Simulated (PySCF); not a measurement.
**GeHF2 (SMILES [F][GeH][F]) at 6 levels**

Wanted: a comparison of 6 runs (UAPF/def2-mTZVP, RO-wB97-D4/aug-cc-pVDZ, USPW92/def2-TZVPPD, UMP2/def2-SVP, USCS-MP2/cc-pVDZ, CASCI(7,9)/6-311G*) of GeHF2. 

The calculation is run with PySCF 2.14.0.

4 further runs of the same task are left out: 2 that didn't finish, 2 set aside as unsound or not needed.

## (1) The structure to begin with

GeHF2: 4 atoms, total charge 0, spin state doublet. SMILES: `[F][GeH][F]`. The shape is that of a PBE0-D4/def2-TZVP optimisation.

Bond lengths: F1–Ge2 1.732 Å, Ge2–F3 1.732 Å, Ge2–H4 1.564 Å. Angles: F1–Ge2–F3 103.8°, F1–Ge2–H4 106.9°, F3–Ge2–H4 107.0°.

## (2) The response to a field at UAPF/def2-mTZVP (run 1)

The input, run.py:

```python
import numpy
from pyscf import gto, dft
from pyscf.prop.polarizability import uks

mol = gto.Mole()
mol.atom = [
    ('F', (-0.250300, -0.050400, 1.551900)),
    ('Ge', (0.499400, -0.086500, -0.009500)),
    ('F', (-0.446800, -1.234800, -0.896800)),
    ('H', (0.253200, 1.311400, -0.665800)),
]
mol.max_memory = 1860
mol.verbose = 4
mol.basis = 'def2-mtzvp'
mol.spin = 1
mol.build()

mf = dft.UKS(mol, xc='apf')
mf.max_cycle = 100
mf = mf.newton()
mf.kernel()

e_tot = mf.e_tot
print('E = %.10f Eh' % e_tot)
pol = uks.Polarizability(mf)
alpha = pol.polarizability()
print('isotropic polarizability %.4f bohr^3' % (numpy.trace(alpha) / 3))
alpha_w = pol.polarizability_with_freq(freq=0.1)
```

On the command line:

```bash
$ OMP_NUM_THREADS=1 python run.py
```

What it wrote:

```text
PySCF version 2.14.0

[... 69 lines left out ...]
WARN: HOMO -0.19315351769972 >= LUMO -0.193153517699692

Initial guess E= -2276.95130931946  |g|= 0.756497
macro= 0  E= -2277.10719915672  delta_E= -0.15589  |g|= 0.0902932  3 KF 19 JK
macro= 1  E= -2277.10911031163  delta_E= -0.00191115  |g|= 0.00015729  3 KF 12 JK
macro= 2  E= -2277.10911031183  delta_E= -2.00089e-10  |g|= 2.0953e-05  1 KF 3 JK
Canonicalize SCF orbitals
macro X = 3  E=-2277.10911031183  |g|= 2.0953e-05  total 8 KF 38 JK
converged SCF energy = -2277.10911031183  <S^2> = 0.75299157  2S+1 = 2.0029893
E = -2277.1091103118 Eh
Isotropic polarizability 26.2273674256
Polarizability anisotropy 7.8231852496
isotropic polarizability 26.2274 bohr^3
```

Run time: 54 s. Hardware: 1 thread of Arm Neoverse V1, shared host; peak memory 0.44 GiB.

## (3) A single-point energy at RO-wB97-D4/aug-cc-pVDZ (run 2)

The input, calc.py:

```python
# [F][GeH][F]
from pyscf import gto, dft

mol = gto.M(
    atom='''
F       -0.250300      -0.050400       1.551900
Ge       0.499400      -0.086500      -0.009500
F       -0.446800      -1.234800      -0.896800
H        0.253200       1.311400      -0.665800
''',
    basis='aug-cc-pvdz',
    spin=1,
    verbose=4,
    max_memory=1860,
    charge=0,
)

calc0 = dft.ROKS(mol, xc='wb97')
calc0.max_cycle = 100
calc0.disp = 'd4'
calc0.kernel()
if not calc0.converged:
    calc0 = calc0.newton().run(calc0.mo_coeff, calc0.mo_occ)

energy = calc0.e_tot
print('E(%s) = %.9f' % ('WB97', energy))
dip = calc0.dip_moment()
pop, q = calc0.mulliken_pop()
```

On the command line:

```bash
$ OMP_NUM_THREADS=1 python calc.py
```

What it wrote:

```text
PySCF version 2.14.0

[... 73 lines left out ...]
converged SCF energy = -2277.43326085802
[... 1 line left out ...]
Dipole moment(X, Y, Z, Debye):  1.90694,  1.49622, -0.87706
[... 96 lines left out ...]
charge of    3H =      0.14722
```

Wall time 19 s (1 thread of Arm Neoverse V1, shared host); peak memory 0.39 GiB.

Runs 3 to 5 aren't shown in full; the table further down has their settings and results.

## (4) A single-point energy at CASCI(7,9)/6-311G(d) (run 6)

The input, input.py:

```python
from pyscf import gto, scf, mcscf

molecule = gto.M(
    atom='''
F
Ge 1 1.732433
F 2 1.732394 1 103.8318
H 2 1.563799 3 106.95246 1 -112.88525
''',
    max_memory=1860,
    spin=1,
    verbose=3,
    basis='6-311g*',
)

mf = scf.ROHF(molecule)
mf.conv_tol = 1e-05
mf.max_cycle = 100
mf.kernel()

cas = mcscf.CASCI(mf, 9, 7)
cas.fix_spin_(ss=0.75)
cas.natorb = True
cas.kernel()
etot = cas.e_tot
print('E = %.10f Eh' % etot)
dip = mf.dip_moment()
pop, q = mf.mulliken_pop()
```

On the command line:

```bash
$ OMP_NUM_THREADS=1 python input.py
```

What it wrote:

```text
converged SCF energy = -2274.86372471411
[... 2 lines left out ...]
Dipole moment(X, Y, Z, Debye):  1.94992,  0.18567, -2.48786
[... 88 lines left out ...]
charge of    3H =     -0.02585
```

Run time: 1.9 s. Hardware: 1 thread of Arm Neoverse V1, shared host; peak memory 0.17 GiB.

## (5) All runs side by side

| run | level | task | solver | energy (Eh) | dipole moment (D) of the reference | HOMO energy (eV) | LUMO energy (eV) | wall time |
| --- | --- | --- | --- | --- | --- | --- | --- | --- |
| 1 | UAPF/def2-mTZVP | polarizability | newton | -2277.109110 | 2.63 | -7.50 | -4.04 | 54 s |
| 2 | RO-wB97-D4/aug-cc-pVDZ | energy | DIIS+newton | -2277.433261 | 2.58 | – | – | 19 s |
| 3 | USPW92/def2-TZVPPD (density fitting) | stability | DIIS | -2272.982344 | 2.38 | -6.32 | -5.26 | 7.4 min |
| 4 | UMP2/def2-SVP | gradient | DIIS+newton | -2275.015526 | 3.04 | -10.89 | -0.03 | 5.7 s |
| 5 | USCS-MP2/cc-pVDZ (sfX2C, density fitting) | energy | DIIS | -2292.031195 | 3.09 | -10.95 | -0.04 | 1.6 s |
| 6 | CASCI(7,9)/6-311G* | energy | DIIS | -2274.869421 | 3.17 | – | – | 1.9 s |

## (6) Outcome

| quantity | value |
| --- | --- |
| run 6: total energy | -2274.86942 Eh |
| run 6: dipole moment (Hartree–Fock density) | 3.17 D |

Over runs 1, 2, 3 the dipole moment (its size) runs from 2.38 D (USPW92/def2-TZVPPD) to 2.63 D (UAPF/def2-mTZVP). The two ends differ in method and basis. Totals of different functionals can't be ranked against each other. Some runs of one species differ in core potentials or relativity; totals across that change don't compare. All runs together took 8.8 min, the longest 7.4 min.
